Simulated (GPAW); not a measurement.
Crystal: KPt.

```xyz
2
Lattice="3.0008 0.0000 0.0000 -1.5004 2.5988 0.0000 0.0000 0.0000 5.3456" Properties=species:S:1:pos:R:3 pbc="T T T"
Pt    1.5004    0.8663    0.0000
K     0.0000    0.0000    2.6728
```

The cell comes from a database or a generator and needn't be the stable form of this composition.

Base run:

| Quantity | Value |
| --- | --- |
| Program | GPAW 26.7.0 |
| Functional | PBEsol |
| Potentials or basis | PAW data sets generated in the run's folder for this functional |
| Cutoff | 600 eV |
| Basis | pw |
| k mesh | 10 × 10 × 5 |
| Occupations | gaussian, width 0.02 eV |
| Spin | no spin polarisation |

Its results: band gap on the k mesh none (metal or under the smearing width); pressure -3.9 GPa.

Question: The run is repeated on the same cell with these changes: functional from PBEsol to RPBE; potentials or basis from PAW data sets generated in the run's folder for this functional to the program's PAW data sets (release 1.2.1) made for this functional. What comes out?

Answer: Band gap on the k mesh none (metal or under the smearing width); pressure 3.4 GPa.
